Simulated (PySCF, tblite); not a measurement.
# C4H13NOSi2: geometry, infrared bands and NMR shifts

Aim: predict the infrared bands and NMR shifts of C4H13NOSi2 (`CN(C=O)CC([SiH3])[SiH3]`).

Computed with tblite 0.8.0 and PySCF 2.14.0, with density-fitted response routines of our own, on a single molecule in the gas phase. Atoms are numbered from 0 throughout.

**1. Starting geometry**

21 atoms, charge 0, multiplicity 1; geometry from: force field or distance geometry start.

Bonds of the start (Å): C0–N1 1.47, N1–C2 1.38, C2–O3 1.24, N1–C4 1.45, C4–C5 1.53, C5–Si6 1.88, C5–Si7 1.86, C0–H8 1.09, C0–H9 1.09, C0–H10 1.10, C2–H11 1.09, C4–H12 1.10, C4–H13 1.10, C5–H14 1.10, Si6–H15 1.50, Si6–H16 1.48, Si6–H17 1.48, Si7–H18 1.48, Si7–H19 1.48, Si7–H20 1.49.

**2. Geometry optimisation with GFN2-xTB**

The job: settings as JSON, then the geometry in Å.

```
{"job": {"kind": "relax", "xc": "GFN2-xTB", "basis": "xTB"}, "charge": 0, "multiplicity": 1}
C      2.320000    -0.406500     0.891700
N      1.492100    -0.439300    -0.318400
C      1.714700    -1.416800    -1.268700
O      1.084600    -1.513000    -2.330400
C      0.472600     0.582800    -0.499200
C     -0.762900     0.407800     0.393100
Si    -1.911600     1.899200     0.344000
Si    -1.900800    -0.999700    -0.040000
H      3.085000    -1.184500     0.874600
H      2.792500     0.573000     0.964600
H      1.672100    -0.562000     1.765400
H      2.504300    -2.123700    -1.003700
H      0.176900     0.607200    -1.555000
H      0.969600     1.545500    -0.310400
H     -0.440100     0.288400     1.437100
H     -3.031500     1.756700     1.329100
H     -2.436600     2.138900    -1.016100
H     -1.136000     3.091300     0.745100
H     -1.181300    -2.291400     0.077800
H     -2.455900    -0.860000    -1.407900
H     -3.036500    -1.077000     0.927000
```

Launch:

```bash
> OMP_NUM_THREADS=1 python probes_run.py task.json out
```

This one command runs all jobs of the session in turn.

The program printed:

```text
step      E/eV     max force
  0    -697.49712    2.327
  1    -697.60954    2.246
  2    -697.65440    0.817
  3    -697.67345    0.347
  4    -697.68827    0.313
  5    -697.70600    0.401
  6    -697.71992    0.308
  7    -697.72902    0.155
  8    -697.73350    0.137
  9    -697.73699    0.122
 10    -697.74035    0.125
 11    -697.74399    0.139
 12    -697.74833    0.169
 13    -697.75350    0.203
 14    -697.75840    0.154
 15    -697.76189    0.108
 16    -697.76438    0.112
 17    -697.76698    0.133
 18    -697.77000    0.134
 19    -697.77273    0.106
 20    -697.77475    0.101
 21    -697.77659    0.100
 22    -697.77897    0.127
 23    -697.78190    0.124
 24    -697.78439    0.102
 25    -697.78589    0.087
 26    -697.78706    0.094
 27    -697.78839    0.085
 28    -697.78965    0.080
 29    -697.79044    0.054
 30    -697.79085    0.048
 31    -697.79117    0.042
 32    -697.79152    0.049
 33    -697.79186    0.047
 34    -697.79216    0.034
 35    -697.79245    0.046
 36    -697.79278    0.039
 37    -697.79310    0.051
 38    -697.79340    0.058
 39    -697.79374    0.061
 40    -697.79419    0.060
 41    -697.79478    0.066
 42    -697.79540    0.061
 43    -697.79596    0.056
 44    -697.79657    0.070
 45    -697.79737    0.086
 46    -697.79831    0.071
 47    -697.79907    0.053
 48    -697.79954    0.047
 49    -697.79987    0.043
 50    -697.80025    0.042
 51    -697.80065    0.049
 52    -697.80094    0.035
 53    -697.80112    0.026
 54    -697.80129    0.028
 55    -697.80147    0.029
 56    -697.80168    0.036
 57    -697.80189    0.037
 58    -697.80211    0.028
 59    -697.80231    0.029
 60    -697.80248    0.027
 61    -697.80260    0.024
 62    -697.80273    0.024
 63    -697.80288    0.027
 64    -697.80305    0.029
 65    -697.80323    0.032
 66    -697.80339    0.028
 67    -697.80357    0.034
 68    -697.80376    0.038
 69    -697.80395    0.034
 70    -697.80415    0.036
 71    -697.80437    0.038
 72    -697.80459    0.032
 73    -697.80477    0.029
 74    -697.80490    0.024
 75    -697.80499    0.023
 76    -697.80508    0.022
 77    -697.80515    0.021
 78    -697.80520    0.015
 79    -697.80526    0.016
 80    -697.80532    0.020
 81    -697.80540    0.021
 82    -697.80545    0.014
 83    -697.80548    0.009
```

Run time: 2.4 s. Hardware: 1 thread of Intel Xeon at 2.50GHz, shared host; peak memory 0.18 GiB.

Relaxation path: (not every step is listed)

```tsv
step	energy from step 0 (eV)	largest force (eV/Å)
0	0.0000	2.3266
1	-0.1124	2.2457
2	-0.1573	0.8174
3	-0.1763	0.3466
4	-0.1911	0.3131
5	-0.2089	0.4008
6	-0.2228	0.3082
7	-0.2319	0.1545
8	-0.2364	0.1372
15	-0.2648	0.1076
22	-0.2818	0.1273
29	-0.2933	0.0537
36	-0.2957	0.0391
43	-0.2988	0.0559
50	-0.3031	0.0422
57	-0.3048	0.0369
64	-0.3059	0.0294
71	-0.3072	0.0384
78	-0.3081	0.0154
79	-0.3081	0.0157
80	-0.3082	0.0201
81	-0.3083	0.0209
82	-0.3083	0.0139
83	-0.3084	0.0087
```

Close pairs (by a distance rule), those that changed most:

```tsv
bond	before (Å)	after (Å)	change (Å)
C5–Si7	1.861	1.913	+0.052
N1–C2	1.381	1.340	-0.042
Si6–H15	1.498	1.462	-0.036
C2–O3	1.238	1.209	-0.029
C0–N1	1.467	1.438	-0.029
Si7–H19	1.483	1.455	-0.028
Si7–H20	1.494	1.468	-0.026
C5–Si6	1.883	1.905	+0.022
```

The end geometry stands in the next job.

**3. Infrared spectrum with GFN2-xTB**

The job: settings as JSON, then the geometry in Å.

```
{"job": {"kind": "ir", "xc": "GFN2-xTB", "basis": "xTB"}, "charge": 0, "multiplicity": 1}
C      2.282490    -0.443077     0.851247
N      1.428441    -0.418810    -0.305312
C      1.442661    -1.381637    -1.236899
O      0.702941    -1.440919    -2.191984
C      0.468886     0.665061    -0.416686
C     -0.792806     0.455292     0.416756
Si    -1.907852     1.996001     0.303075
Si    -1.700257    -1.154793    -0.077083
H      2.986927    -1.269431     0.771521
H      2.842606     0.492670     0.924724
H      1.696438    -0.570418     1.765349
H      2.230748    -2.136455    -1.051590
H      0.201964     0.734896    -1.473733
H      0.979934     1.590070    -0.124982
H     -0.492007     0.356906     1.466122
H     -3.045645     1.839707     1.207999
H     -2.363052     2.194358    -1.071739
H     -1.130739     3.173196     0.714878
H     -0.853585    -2.316013     0.210343
H     -2.106527    -1.097801    -1.473032
H     -2.880489    -1.251862     0.790553
```

The program printed:

```text
mode    cm-1     km/mol
  1      25.1      6.14
  2      65.9      7.69
  3     103.9      0.55
  4     116.7      0.14
  5     133.3      0.46
  6     170.6      0.75
  7     185.7      0.18
  8     211.5      2.55
  9     252.6      4.66
 10     266.0      1.86
 11     315.2     27.70
 12     388.3      8.29
 13     439.8      6.94
 14     508.9     14.46
 15     519.7     40.97
 16     522.4     15.37
 17     571.7     74.84
 18     645.4      4.66
 19     674.4     63.44
 20     759.6    168.57
 21     766.4    107.49
 22     783.8    497.54
 23     793.4    154.12
 24     801.8    339.45
 25     825.0    282.75
 26     838.6     66.54
 27     875.8     18.43
 28     915.9     11.25
 29     969.8      1.36
 30    1061.6     54.39
 31    1074.2     34.59
 32    1104.4      4.75
 33    1107.0     40.59
 34    1171.0     33.13
 35    1249.7     60.48
 36    1281.7     18.06
 37    1344.2      4.87
 38    1379.9      5.17
 39    1405.7     13.52
 40    1440.9     32.57
 41    1458.7      1.56
 42    1467.7      9.53
 43    1491.4     15.10
 44    1748.4    550.25
 45    2213.0    308.93
 46    2224.7    351.11
 47    2246.3    216.02
 48    2276.1    300.93
 49    2279.3    318.51
 50    2341.1    293.29
 51    2760.2    168.60
 52    2905.3     43.32
 53    2913.3     55.03
 54    2951.3     27.08
 55    2972.4     19.71
 56    2977.4     33.56
 57    3023.7     24.79
```

Wall time 3 s (1 thread of Intel Xeon at 2.50GHz, shared host); peak memory 0.18 GiB.

Which atoms move in the most intense modes:

```tsv
cm⁻¹	km/mol	atoms
784	497.5	H15 27 %, H17 17 %, H20 16 %, H19 15 %
802	339.4	H17 26 %, H16 19 %, H20 14 %, H19 11 %
1748	550.2	C2 63 %, O3 32 %
2213	308.9	H17 86 %
2225	351.1	H20 76 %, H17 10 %
2276	300.9	H15 86 %
2279	318.5	H16 86 %
2341	293.3	H19 96 %
```

**4. Nuclear shieldings: PBE0/pcSseg-1**

Same as in step 3 but for these lines:

```diff
@@ -1,2 +1,2 @@
-{"job": {"kind": "ir", "xc": "GFN2-xTB", "basis": "xTB"}, "charge": 0, "multiplicity": 1}
+{"job": {"kind": "nmr", "xc": "PBE0", "basis": "pcSseg-1"}, "charge": 0, "multiplicity": 1}
 C      2.282490    -0.443077     0.851247
```

Method: GIAO PBE0/pcSseg-1 NMR shielding, non-relativistic, gas phase.

The program printed:

```text
coarse grid: 17800 points
cycle   1  E = -868.3676629936  dE =  8.489e-01  |g| = 8.413e-01  |ddm| = 3.980e+00
cycle   2  E = -867.8091975004  dE =  5.585e-01  |g| = 1.857e+00  |ddm| = 2.474e+00
cycle   3  E = -868.5047859581  dE = -6.956e-01  |g| = 1.742e-01  |ddm| = 1.939e+00
cycle   4  E = -868.5095243982  dE = -4.738e-03  |g| = 1.046e-01  |ddm| = 2.347e-01
cycle   5  E = -868.5120599698  dE = -2.536e-03  |g| = 1.952e-02  |ddm| = 1.014e-01
cycle   6  E = -868.5121402960  dE = -8.033e-05  |g| = 5.791e-03  |ddm| = 1.875e-02
cycle   7  E = -868.5121469122  dE = -6.616e-06  |g| = 1.425e-03  |ddm| = 4.511e-03
final grid: 160720 points
cycle   8  E = -868.5671967735  dE = -2.719e-05  |g| = 1.272e-02  |ddm| = 2.929e-02
cycle   9  E = -868.5671091409  dE =  8.763e-05  |g| = 2.449e-02  |ddm| = 2.826e-02
cycle  10  E = -868.5672291083  dE = -1.200e-04  |g| = 2.676e-03  |ddm| = 1.983e-02
cycle  11  E = -868.5672305898  dE = -1.482e-06  |g| = 3.850e-04  |ddm| = 2.199e-03
cycle  12  E = -868.5672306225  dE = -3.271e-08  |g| = 1.357e-04  |ddm| = 4.971e-04
cycle  13  E = -868.5672306270  dE = -4.464e-09  |g| = 2.605e-05  |ddm| = 1.341e-04
cycle  14  E = -868.5672306272  dE = -1.462e-10  |g| = 7.243e-06  |ddm| = 3.201e-05
converged SCF energy = -868.5672306272

GIAO shielding tensors (ppm)
atom      isotropic    diamagn.    paramagn.     s11        s22        s33       span
  0 C      152.352     245.308     -92.956    128.538    141.989    186.529     57.991
  1 N      128.423     336.403    -207.980     -3.249    168.469    220.050    223.300
  2 C       21.667     246.600    -224.933    -68.012     54.856     78.155    146.167
  3 O      -78.028     404.441    -482.469   -362.340   -190.579    318.835    681.175
  4 C      140.373     250.506    -110.133    107.022    150.286    163.812     56.791
  5 C      183.191     258.212     -75.021    171.244    180.240    198.088     26.843
  6 Si     417.702     880.566    -462.864    383.189    396.354    473.564     90.375
  7 Si     419.156     881.447    -462.291    393.331    405.468    458.670     65.339
  8 H       28.576      29.747      -1.171     25.042     26.616     34.070      9.028
  9 H       29.062      29.438      -0.375     24.531     26.651     36.006     11.475
 10 H       28.649      31.316      -2.667     23.236     28.380     34.330     11.094
 11 H       23.604      28.735      -5.131     19.812     24.128     26.874      7.062
 12 H       27.274      34.212      -6.938     23.049     27.588     31.184      8.135
 13 H       29.010      34.227      -5.217     22.501     30.025     34.504     12.003
 14 H       31.078      35.089      -4.011     25.900     30.539     36.796     10.896
 15 H       27.705      29.127      -1.423     24.073     25.519     33.522      9.449
 16 H       27.839      29.418      -1.580     24.219     26.244     33.053      8.833
 17 H       27.752      29.409      -1.656     23.883     25.996     33.378      9.495
 18 H       27.916      31.066      -3.150     23.895     27.692     32.161      8.266
 19 H       27.796      30.614      -2.819     24.599     25.818     32.971      8.372
 20 H       27.978      30.213      -2.235     24.154     25.978     33.801      9.647
```

Run time: 1.8 min. Hardware: 1 thread of Intel Xeon at 2.50GHz, shared host; peak memory 1 GiB.

Shifts follow as δ = σ(reference) − σ, with reference shieldings (ppm) from runs at the same level and on the same kind of geometry: ¹H TMS 31.72, ¹³C TMS 186.9, ²⁹Si TMS 349.2, ¹⁵N NH3 267.7, ¹⁷O H2O 336.1. The references are single molecules in the gas phase, so shifts against H2O, NH3, PH3, H3PO4 or CFCl3 are not on the usual liquid scales and can be off by tens of ppm. Atoms listed in one row are averaged.

```tsv
atoms	environment	σ (ppm)	δ (ppm)	δ scaled to CDCl3
C2	amide carbonyl carbon	21.7	165.3	159.4
C4	sp3 CH2 bonded to N	140.4	46.6	43.5
C0	methyl carbon bonded to N	152.4	34.6	31.8
C5	sp3 CH bonded to 2 Si	183.2	3.7	1.7
H11	hydrogen on an amide carbonyl carbon	23.60	8.11	7.75
H15, H16, H17, H18, H19, H20	hydrogen on a silicon bonded to C	27.83	3.89	–
H12, H13	hydrogen on an sp3 CH2 bonded to N	28.14	3.58	3.48
H8, H9, H10	hydrogen on a methyl carbon bonded to N	28.76	2.95	2.89
H14	hydrogen on an sp3 CH bonded to 2 Si	31.08	0.64	0.71
N1	amide-type nitrogen	128.4	139.3	–
O3	amide-type carbonyl oxygen	-78.0	414.1	–
Si6, Si7	silicon bonded to C, 3 H	418.4	-69.3	–
```

The scaled column applies a straight-line fit of computed shieldings to shifts measured in CDCl3 (root-mean-square error 0.16 ppm for H, 1.9 ppm for C).

The run also stored atomic charges by several schemes (e):

```tsv
atoms	Mulliken	IAO	Hirshfeld	ESP fit
C0	-0.05	-0.31	-0.06	-0.44
N1	-0.64	-0.17	-0.03	0.00
C2	0.43	0.30	0.13	0.33
O3	-0.45	-0.49	-0.27	-0.50
C4	0.05	-0.15	-0.02	-0.29
C5	-0.82	-0.65	-0.20	-0.24
Si6, Si7	0.51	0.59	0.30	0.29
```

Mayer bond orders: C0–N1 0.94, N1–C2 1.19, C2–O3 1.85, N1–C4 0.91, C4–C5 1.00, C5–Si6 0.90, C5–Si7 0.87.

**5. What came out**

| quantity | value |
| --- | --- |
| strongest single infrared mode (GFN2-xTB) | 1748 cm⁻¹, 550 km/mol |
| zero-point energy (GFN2-xTB) | 97.7 kcal/mol |
| ¹³C shifts against TMS (PBE0/pcSseg-1) | 165.3, 46.6, 34.6, 3.7 ppm |
| ¹H shifts against TMS (PBE0/pcSseg-1, means over atoms taken as alike) | 8.11, 3.89, 3.58, 2.95, 0.64 ppm |
| ¹⁵N shifts against NH3 (PBE0/pcSseg-1) | 139.3 ppm |
| ¹⁷O shifts against H2O (PBE0/pcSseg-1) | 414.1 ppm |
| ²⁹Si shifts against TMS (PBE0/pcSseg-1, means over atoms taken as alike) | -69.3 ppm |

In words: The optimisation took 83 steps and gained 0.308 eV; among the close pairs (by a distance rule), C5–Si7 changed most, from 1.861 to 1.913 Å. No mode is imaginary among the 57: a minimum at this level. The strongest single mode, at 1748 cm⁻¹, moves mainly C2 and O3. GFN2-xTB is a fitted tight-binding method: band positions and strengths are rough. Its intensities can rank the bands wrongly. C2 (amide carbonyl carbon) lies farthest downfield among carbon, at 165.3 ppm; it is a carbonyl in resonance with an O or N lone pair, the region of acids, esters and amides. At PBE0/pcSseg-1: Shielding is most anisotropic at O3 (span 681 ppm, paramagnetic term -482 ppm).
